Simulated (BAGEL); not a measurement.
# BP2H4F (SMILES FB(P)P) at HF/3-21G (density fitting with qzvpp-jkfit)

What is the vertical singlet–triplet gap of BP2H4F at HF/3-21G (density fitting with qzvpp-jkfit)? 

The calculation is run with BAGEL 1.2.2.

23 further runs of the same task are left out: 23 set aside as unsound or not needed.

## Step 1: The molecule

BP2H4F: 8 atoms, total charge 0, spin state singlet. As SMILES, `FB(P)P`. Geometry: relaxed at GFN2-xTB. This is one conformer, not always the lowest.

Bond lengths: F1–B2 1.324 Å, B2–P3 1.904 Å, B2–P4 1.904 Å, P3–H5 1.382 Å, P3–H6 1.382 Å, P4–H7 1.381 Å, P4–H8 1.380 Å. Angles: F1–B2–P3 117.1°, F1–B2–P4 117.0°, P3–B2–P4 124.7°, B2–P3–H5 98.6°, B2–P3–H6 97.1°, B2–P4–H7 98.6°, B2–P4–H8 97.2°, H5–P3–H6 95.0°, H7–P4–H8 95.0°.

## Step 2: The energy at HF/3-21G (density fitting with qzvpp-jkfit)

The input, input.json:

```json
{ "bagel": [

{
  "title": "molecule",
  "basis": "3-21g",
  "df_basis": "qzvpp-jkfit",
  "angstrom": true,
  "geometry": [
    { "atom": "F", "xyz": [    0.663340,   -0.516750,    1.721110 ] },
    { "atom": "B", "xyz": [    0.398890,   -0.219700,    0.458380 ] },
    { "atom": "P", "xyz": [    0.965460,    1.487550,   -0.166700 ] },
    { "atom": "P", "xyz": [   -0.185310,   -1.644210,   -0.661790 ] },
    { "atom": "H", "xyz": [   -0.098720,    1.764270,   -1.003520 ] },
    { "atom": "H", "xyz": [    0.480510,    2.228270,    0.894030 ] },
    { "atom": "H", "xyz": [   -1.086750,   -0.941410,   -1.436960 ] },
    { "atom": "H", "xyz": [   -1.137410,   -2.158010,    0.195460 ] }
  ]
},
{ "title": "hf" },
{ "title": "print", "file": "orbitals.molden", "orbitals": true }

]}
```

On the command line:

```console
$ BAGEL_NUM_THREADS=1 BAGEL input.json > input.out
```

Output:

```text
* using 1 threads per process

  ===============================================================
  ===============================================================

  *** Geometry ***

  { "atom" : "F", "xyz" : [      1.253531,     -0.976516,      3.252427 ] },
  { "atom" : "B", "xyz" : [      0.753793,     -0.415173,      0.866213 ] },
  { "atom" : "P", "xyz" : [      1.824455,      2.811062,     -0.315017 ] },
  { "atom" : "P", "xyz" : [     -0.350185,     -3.107107,     -1.250602 ] },
  { "atom" : "H", "xyz" : [     -0.186554,      3.333987,     -1.896378 ] },
  { "atom" : "H", "xyz" : [      0.908032,      4.210820,      1.689472 ] },
  { "atom" : "H", "xyz" : [     -2.053660,     -1.779007,     -2.715461 ] },
  { "atom" : "H", "xyz" : [     -2.149393,     -4.078048,      0.369366 ] },

  Number of auxiliary basis functions:      480

  Since a DF basis is specified, we compute 2- and 3-index integrals:
    o Being stored without compression. Storage requirement is 0.010 GB

  Number of basis functions:       52
  Number of electrons      :       48

    * METHOD: MOLECULE                             0.17

  *** RHF ***

  === Nuclear Repulsion ===
   189.1688197543

      * DIIS with orbital gradients will be used.

  === RHF iteration (3-21g) ===
      0       -803.68385532          0.01974121           0.04
      1       -803.76465182          0.01154953           0.04
      2       -803.78803179          0.00143561           0.04
      3       -803.78918837          0.00027821           0.04
      4       -803.78925513          0.00009440           0.04
      5       -803.78926235          0.00001976           0.04
      6       -803.78926266          0.00000479           0.04
      7       -803.78926267          0.00000142           0.04
      8       -803.78926267          0.00000057           0.04
      9       -803.78926267          0.00000017           0.04
     10       -803.78926267          0.00000005           0.04
     11       -803.78926267          0.00000002           0.03
     12       -803.78926267          0.00000000           0.04
    * SCF iteration converged.

    * Permanent dipole moment:
           (    0.882626,    -0.324421,    -0.000399) a.u.

    * METHOD: HF                                   0.58

    * METHOD: PRINT                                0.01

  ===============================================================
```

Wall time 0.89 s (1 thread of Arm Neoverse V1, shared host).

## Step 3: The triplet

Changes to input.json since step 2:

```diff
@@ -18,4 +18,11 @@
 },
-{ "title": "hf" },
-{ "title": "print", "file": "orbitals.molden", "orbitals": true }
+{
+  "title": "uhf",
+  "nopen": 2
+},
+{
+  "title": "print",
+  "file": "orbitals.molden",
+  "orbitals": true
+}
```

On the command line:

```console
$ BAGEL_NUM_THREADS=1 BAGEL input.json > input.out
```

Output:

```text
* using 1 threads per process

  ===============================================================
  ===============================================================

  *** Geometry ***

  { "atom" : "F", "xyz" : [      1.253531,     -0.976516,      3.252427 ] },
  { "atom" : "B", "xyz" : [      0.753793,     -0.415173,      0.866213 ] },
  { "atom" : "P", "xyz" : [      1.824455,      2.811062,     -0.315017 ] },
  { "atom" : "P", "xyz" : [     -0.350185,     -3.107107,     -1.250602 ] },
  { "atom" : "H", "xyz" : [     -0.186554,      3.333987,     -1.896378 ] },
  { "atom" : "H", "xyz" : [      0.908032,      4.210820,      1.689472 ] },
  { "atom" : "H", "xyz" : [     -2.053660,     -1.779007,     -2.715461 ] },
  { "atom" : "H", "xyz" : [     -2.149393,     -4.078048,      0.369366 ] },

  Number of auxiliary basis functions:      480

  Since a DF basis is specified, we compute 2- and 3-index integrals:
    o Being stored without compression. Storage requirement is 0.010 GB

  Number of basis functions:       52
  Number of electrons      :       48

    * METHOD: MOLECULE                             0.18

  *** Open-shell HF ***

  === Nuclear Repulsion ===
   189.1688197543

      * DIIS with orbital gradients will be used.

  === UHF iteration (3-21g) ===
      0       -803.50653204          0.03821535           0.08
      1       -803.58732278          0.02265608           0.08
      2       -803.60598693          0.01357796           0.08
      3       -803.61468917          0.00100181           0.08
      4       -803.61546142          0.00038026           0.08
      5       -803.61564844          0.00025118           0.08
      6       -803.61574003          0.00014205           0.08
      7       -803.61575999          0.00007454           0.08
      8       -803.61576739          0.00002006           0.08
      9       -803.61576771          0.00001161           0.08
[... 20 lines of this table left out ...]
     30       -803.61576774          0.00000005           0.08
     31       -803.61576774          0.00000002           0.08
     32       -803.61576774          0.00000001           0.08
     33       -803.61576774          0.00000001           0.08
    * SCF iteration converged.

    * S^2 (UHF) is 2.0282

    * Permanent dipole moment:
           (    0.530056,    -0.325962,     0.779918) a.u.

    * METHOD: UHF                                  2.77

    * METHOD: PRINT                                0.01

  ===============================================================
```

Run time: 3.3 s. Hardware: 1 thread of Arm Neoverse V1, shared host.

## Step 4: Outcome

At HF/3-21G (density fitting with qzvpp-jkfit):

```
                                        quantity          value
                           singlet: total energy  -803.78926 Eh
                          singlet: dipole moment         2.39 D
                            singlet: HOMO energy       -9.79 eV
                            singlet: LUMO energy        2.45 eV
                          singlet: HOMO–LUMO gap       12.25 eV
                           triplet: total energy  -803.61577 Eh
                          triplet: dipole moment         2.54 D
                                   triplet: ⟨S²⟩          2.028
vertical energy of the triplet above the singlet       4.721 eV
```

What this shows: At this shape the triplet lies 4.72 eV (109 kcal/mol) above the singlet.
